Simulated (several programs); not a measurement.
## What each method gives for HgC₂N₂S₂ (C2/m)

HgC₂N₂S₂ (started from an entry of an open crystallographic database), relaxed with r2SCAN+rVV10 in Ansatz, was computed with several methods. The symmetry is C2/m (No. 12, monoclinic); a = 10.731 Å, b = 3.946 Å, c = 6.335 Å, β = 94.0° in the conventional setting, 19.12 Å³ an atom. Hg has 2 S at 2.43 Å and 4 N at 2.68 Å; C has 1 N at 1.17 Å and 1 S at 1.65 Å; S has 1 C at 1.65 Å and 1 Hg at 2.43 Å; N has 1 C at 1.17 Å and 2 Hg at 2.68 Å. (Simulation; spin polarisation is off.)

Space group C2/m (No. 12). a = 10.731 Å, b = 3.946 Å, c = 6.335 Å, α = 90.00°, β = 93.95°, γ = 90.00°

| atom | site | symmetry | x | y | z |
| --- | --- | --- | --- | --- | --- |
| Hg | 2a | 2/m | 0.0000 | 0.0000 | 0.0000 |
| C | 4i | m | 0.7647 | 0.5000 | 0.2227 |
| S | 4i | m | 0.6295 | 0.5000 | 0.3309 |
| N | 4i | m | 0.8624 | 0.5000 | 0.1508 |

Gaps and times are for a single point on this cell; volume and bulk modulus come from each method's own relaxation or energy curve at fixed shape, which is too stiff where a cell has free coordinates or axes. Times are rough, from shared hosts (AMD EPYC 7R13 Processor; Arm Neoverse V2; NVIDIA H100 80GB HBM3), and each method has its own mesh and cell size. A double dagger marks a value from a curve with shape and coordinates held. PM6 (MOPAC), PM7 (MOPAC), GFN1-xTB (tblite), GFN2-xTB (tblite) treat a cluster of cells at its zone centre, which samples few k points: where these miss a band edge, the gap comes out too large for that reason alone. Gaps from k meshes are read at a limited set of points (mesh, symmetry points, PBE's band edges), so each method's own least gap may be somewhat smaller. xTB and the PM methods were fitted mostly to molecules, and can miss a solid's gap by electronvolts. Minimal bases can be far off for gaps. Times of the plane-wave rungs are withheld (a dash), since they come from other jobs, hosts and meshes; the meshes of hybrids and Hartree-Fock don't converge their gaps to the digits shown. Curves at held shape can't give the bulk modulus of a layered or molecular crystal, so none is listed. GLLB-SC's gap includes the derivative discontinuity. d marks a direct gap, i an indirect one (no mark: not told apart), a dash a value that wasn't computed or didn't pass its checks.

```csv
method,kind,gap (eV),own volume (Å³/atom),bulk modulus (GPa),atoms computed,processor time
PBE-D3(BJ),semilocal,–,19.98,–,7,–
r2SCAN+rVV10,semilocal,–,19.12,–,7,–
GFN1-xTB (tblite),tight binding,3.75,18.63‡,–,cluster,2.3 s
"light PBE (260 eV, its own mesh)",light plane-wave,2.25 i,–,–,7,3 s
GFN2-xTB (tblite),tight binding,2.42,18.86‡,–,cluster,5.4 s
PM6 (MOPAC),semi-empirical,7.27,–,–,cluster,10 s
PM7 (MOPAC),semi-empirical,7.47,18.98‡,–,cluster,11 s
PBE/SZV (CP2K),small basis,2.62 i,–,–,7,17 s
PBE,semilocal,2.27 i,–,–,7,–
PBE/DZVP (CP2K),small basis,2.46 i,19.98‡,–,7,35 s
r2SCAN,semilocal,2.60 i,–,–,7,–
PBE0,hybrid,4.16 i,–,–,7,–
PBE+SOC,semilocal,2.27 i,–,–,7,–
HSE06,hybrid,3.42 i,–,–,7,–
GLLB-SC (GPAW),model potential,3.72,–,–,7,99 s
```

Against HSE06 (3.42 eV) the nearest gap at the points sampled is that of GLLB-SC (GPAW) (+0.29 eV) and the farthest that of PM7 (MOPAC) (+4.05 eV). HSE06 is only a yardstick of convenience, and nearness to it can be luck.

Only the rows marked +SOC include spin-orbit coupling.
